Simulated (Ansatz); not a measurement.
# Ga₂PH+ (doublet): wave-function methods side by side, cc-pVDZ

One table from this session's results is given with a row withheld; the runs are named, their logs left out.

Computed with Ansatz 0.2.0, Gaussian basis. Level: cc-pVDZ, core rule «outside noble gas», up to 33 orbitals frozen.

To be run: UHF; CCSD(T) on ROHF; CCSD(T) on UHF; BCCD(T) on ROHF; CISD as a restricted active space (open shells left free, so some higher excitations enter); CCSDT(Q) on ROHF; CCSDT(Q) on UHF; CASSCF and MRCISD+Q, 9 electrons in 9 orbitals; CASSCF and NEVPT2, 9 electrons in 9 orbitals.

16 further runs of the same task are left out: 7 that didn't finish, 9 set aside as unsound or not needed. Runs told in other sessions of the task aren't counted.

**The system**

The geometry is a PBE0/def2-TZVP stationary point (not a proven minimum) of the parent state, kept for this charge and spin. No spin-orbit coupling is included. The filled d shell of Ga may be among the frozen orbitals whatever the setting's name suggests.

4 atoms, charge 1, spin multiplicity 2.

Atoms are counted from 1 here; the program's logs count them from 0.

Bond lengths: Ga1–P3 2.384 Å, Ga2–P3 2.096 Å, Ga2–H4 1.548 Å. Angles: P3–Ga2–H4 177.0°, Ga1–P3–Ga2 95.5°.

Set-up of the first run:

Input file in.yaml:

```yaml
crystal:
  periodic: [false, false, false]
  atoms:
    - {symbol: Ga, position_ang: [0.000000, 0.266084, 1.711450]}
    - {symbol: Ga, position_ang: [0.000000, 0.262906, -1.608935]}
    - {symbol: P, position_ang: [0.000000, -1.233398, -0.141295]}
    - {symbol: H, position_ang: [0.000000, 1.309756, -2.749404]}
basis:
  gaussian: {orbitals: cc-pVDZ}
total_charge: 1
magnetization: {spin_polarized: true, initial_magnetization: 1}
hamiltonian: {xc: hf}
output: {orbitals: {seedname: orbitals}}
```

Launch:

```console
$ ansatz run in.yaml --threads 1 --pin off --events-out ev --progress --plain --max-ram 2393MiB
```

Steps of the session up to this table: UHF; CCSD(T) on ROHF; CCSD(T) on UHF; BCCD(T) on ROHF; CISD as a restricted active space (open shells left free, so some higher excitations enter); CCSDT(Q) on ROHF; CCSDT(Q) on UHF; CASSCF and MRCISD+Q, 9 electrons in 9 orbitals; CASSCF and NEVPT2, 9 electrons in 9 orbitals.

One table of the session follows, with a row left open; its other results are not shown here.

| method | from UCCSDT(Q) (kcal/mol) |
| --- | --- |
| ROHF | +150.63 |
| UHF | +145.40 |
| RMP2 | +26.40 |
| UMP2 | +28.42 |
| RCCSD | +8.44 |
| UCCSD | ? |
| RCCSD(T) | +1.55 |
| UCCSD(T) | +1.52 |
| BCCD(T) | +1.55 |
| RCCSDT | +0.75 |
| UCCSDT | +0.60 |
| RCCSDT(Q) | +0.16 |
| UCCSDT(Q) | 0 |
| CASSCF frontier | +103.35 |
| NEVPT2 frontier | +28.40 |
| MRCISD frontier | +11.48 |
| MRCISD+Q frontier | +1.93 |

**Question.** Estimate the row for UCCSD.

**Answer.** from UCCSDT(Q) (kcal/mol): +8.02. In the column «from UCCSDT(Q) (kcal/mol)» it lies between MRCISD+Q frontier (+1.93) and RCCSD (+8.44).

Not comparable, so not listed: CISD as a restricted active space (open shells left free, so some higher excitations enter) (they don't share determinant, frozen orbitals or solution with the rows shown, or repeat one).

Limits of these values: Restricted and unrestricted rows rest on different reference determinants; a gap between their highest levels can come from leftover correlation error, from unlike frozen cores or from another state.
